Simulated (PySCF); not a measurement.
**From one method to the next for BiF (triplet)**

What do other methods print for BiF (triplet)?

The runs use PySCF 2.14.0; each script names its method and basis.

6 further runs of the same task are left out: 6 that didn't finish.

## Step 1: The starting structure

BiF (triplet): 2 atoms, charge 0, spin multiplicity 3.

Bond lengths: Bi1–F2 1.971 Å.

## Step 2: Base script

Input file input.py:

```python
from pyscf import gto, dft

mol = gto.M(
    atom='Bi 0 0 0; F 0 0 1.971',
    basis='sbkjc',
    ecp={'Bi': 'sbkjc', 'F': 'sbkjc'},
    charge=0,
    spin=2,
    symmetry=True,
    verbose=4,
)
mf = dft.UKS(mol, xc='m062x')
mf.kernel()
mf.dip_moment()
print('orbital energies (hartree):', [e[max(0, n-3):n+3].round(4) for e, n in zip(mf.mo_energy, mol.nelec)])
```

Started as:

```console
$ OMP_NUM_THREADS=1 python input.py
```

## Step 3: Polarisability

Run 1 changes step after the SCF: none → polarizability.

Edit input.py of step 2 so:

```diff
@@ -1,2 +1,3 @@
 from pyscf import gto, dft
+from pyscf.prop.polarizability import uhf as pol
 
@@ -13,2 +14,4 @@
 mf.kernel()
+print('polarizability (a.u.)')
+print(pol.Polarizability(mf).polarizability().round(4))
 mf.dip_moment()
```

## Step 4: Stability test

Run 2 changes step after the SCF: none → stability; point-group symmetry: on → off.

Edit input.py of step 2 so:

```diff
@@ -8,3 +8,2 @@
     spin=2,
-    symmetry=True,
     verbose=4,
@@ -13,2 +12,3 @@
 mf.kernel()
+mf.stability(internal=True, external=True)
 mf.dip_moment()
```

## Step 5: B3pw91

Run 3 changes functional: m062x → b3pw91.

Edit input.py of step 2 so:

```diff
@@ -11,3 +11,3 @@
 )
-mf = dft.UKS(mol, xc='m062x')
+mf = dft.UKS(mol, xc='b3pw91')
 mf.kernel()
```

## Step 6: B3lyp5

Run 4 changes functional: m062x → b3lyp5.

Edit input.py of step 2 so:

```diff
@@ -11,3 +11,3 @@
 )
-mf = dft.UKS(mol, xc='m062x')
+mf = dft.UKS(mol, xc='b3lyp5')
 mf.kernel()
```

Q: Predict the outcome of this session. Wanted: for each run, E(SCF); from base; gap, α spin; SCF dipole; after the SCF.

The runs gave:

| run | E(SCF) (hartree) | from base (eV) | cycles | gap, α spin (eV) | SCF dipole (D) | after the SCF |
| --- | --- | --- | --- | --- | --- | --- |
| base | -29.597471 | 0 | 11 | 6.09 | 3.92 | n/a |
| polarisability | -29.597471 | 0.0000 | 11 | 6.09 | 3.92 | n/a |
| stability test | -29.597471 | 0.0000 | 11 | 6.09 | 3.92 | unstable: UHF/UKS -> GHF/GKS |
| b3pw91 | -29.663885 | not comparable | 10 | 4.25 | 3.53 | n/a |
| b3lyp5 | -29.600156 | not comparable | 10 | 4.16 | 3.55 | n/a |

In words: The α-spin gap between the frontier levels is 4.2 eV with b3lyp5 (20 % exact exchange) and 6.1 eV with m062x (54 %): exact exchange opens it. A lower total energy from another functional means nothing by itself.
